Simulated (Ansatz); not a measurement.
# Si2Ni: is there a lower state than plain starts find?

Aim: test whether Si2Ni has a self-consistent state below the best one that plain SCF starts reached, by the runs listed below. The cell (6 atoms) is Si$_{2}$Ni in the deposited crystal structure (space group Fm-3m, primitive cell doubled). Source: COD entry 1537763, which need not be the ambient phase.

Method: DFT r2SCAN, PAW, plane waves, scalar-relativistic, in Ansatz 0.2.0.

### Step 1. Starting point

It takes space group Fm-3m (No. 225, cubic). The conventional cell has a = 5.406 Å, b = 5.406 Å, c = 5.406 Å, α = 90.00°, β = 90.00°, γ = 90.00°. Si (site symmetry -43m) has 4 Ni at 2.34 Å as nearest neighbours. Ni (site symmetry m-3m) has 8 Si at 2.34 Å as nearest neighbours.

Structure file:

```cif
data_structure
_symmetry_space_group_name_H-M 'P 1'
_symmetry_Int_Tables_number 1
_cell_length_a 6.6210
_cell_length_b 6.6210
_cell_length_c 6.6210
_cell_angle_alpha 33.557
_cell_angle_beta 33.557
_cell_angle_gamma 33.557
_cell_volume 78.99
loop_
_atom_site_label
_atom_site_type_symbol
_atom_site_fract_x
_atom_site_fract_y
_atom_site_fract_z
_atom_site_occupancy
Si1 Si 0.12500 0.12500 0.12500 1
Si2 Si 0.62500 0.62500 0.62500 1
Si3 Si 0.37500 0.37500 0.37500 1
Si4 Si 0.87500 0.87500 0.87500 1
Ni1 Ni 0.00000 0.00000 0.00000 1
Ni2 Ni 0.50000 0.50000 0.50000 1
```

In tables a label like Ni6 counts atoms in the order of input.yaml; a structure file may count by element.

Known so far: 9 plain starts ended in 1 state. The lowest came from “parallel moments, spin not held back in the first iterations, no switch to direct minimisation [Ni5 2.00, Ni6 2.00 μB]”: non-magnetic, no gap on the k-mesh, free energy -14248.9441 eV.

Runs to come: parallel moments, default search for lower states; opposed moments +-, default search for lower states; the moments typed in its input, symmetry off, plain SCF; the moments typed in its input, standard search for lower states; the moments typed in its input, symmetry off, default search.

“Plain SCF” means no search for lower states. The default search runs further SCF cycles only where the state itself hints at a lower one. The standard and full searches may also try other magnetic orders and fillings, and need not reach the lowest state. With a search on, the program may also reshape the start on open shells. 

The total moment includes the space between the atomic spheres.

### Step 2. Parallel moments, default search for lower states

input.yaml

```yaml
crystal:
  lattice:
    - [5.406, 2.703, 2.703]
    - [2.703, 5.406, 2.703]
    - [2.703, 2.703, 5.406]
  atoms:
    - { symbol: Si, position: [0.125, 0.125, 0.125] }
    - { symbol: Si, position: [0.625, 0.625, 0.625] }
    - { symbol: Si, position: [0.375, 0.375, 0.375] }
    - { symbol: Si, position: [0.875, 0.875, 0.875] }
    - { symbol: Ni, position: [0.0, 0.0, 0.0], spin: 2.0 }
    - { symbol: Ni, position: [0.5, 0.5, 0.5], spin: 2.0 }
magnetization:
  spin_polarized: true
hamiltonian:
  xc: r2scan
  pseudopotentials: { kind: paw }
basis:
  ecutwfc: 500
kpoints:
  mp_grid: { grid: [5, 5, 5] }
scf:
  occupations: { method: fermi_dirac, width: 0.1 }
output:
  forces: true
  stress: true
```

Q: With the starts changed as planned, what states does the cell reach, and which is lowest? Wanted: distinct states; lowest state; total moment; gap on the k-mesh; pressure; largest force.

**Answer**, as computed:

| quantity | value |
| --- | --- |
| distinct states | 1 from 6 converged runs, the best start of step 1 counted |
| lowest state | non-magnetic |
| total moment | 0.00 μB per cell |
| gap on the k-mesh | none |
| pressure | -1.4 GPa |
| largest force | 0.006 eV/Å |

No run goes below the best plain start. Distinct end states: 1, from 6 converged runs. The search isn't exhaustive: larger magnetic cells and non-collinear orders weren't tried.
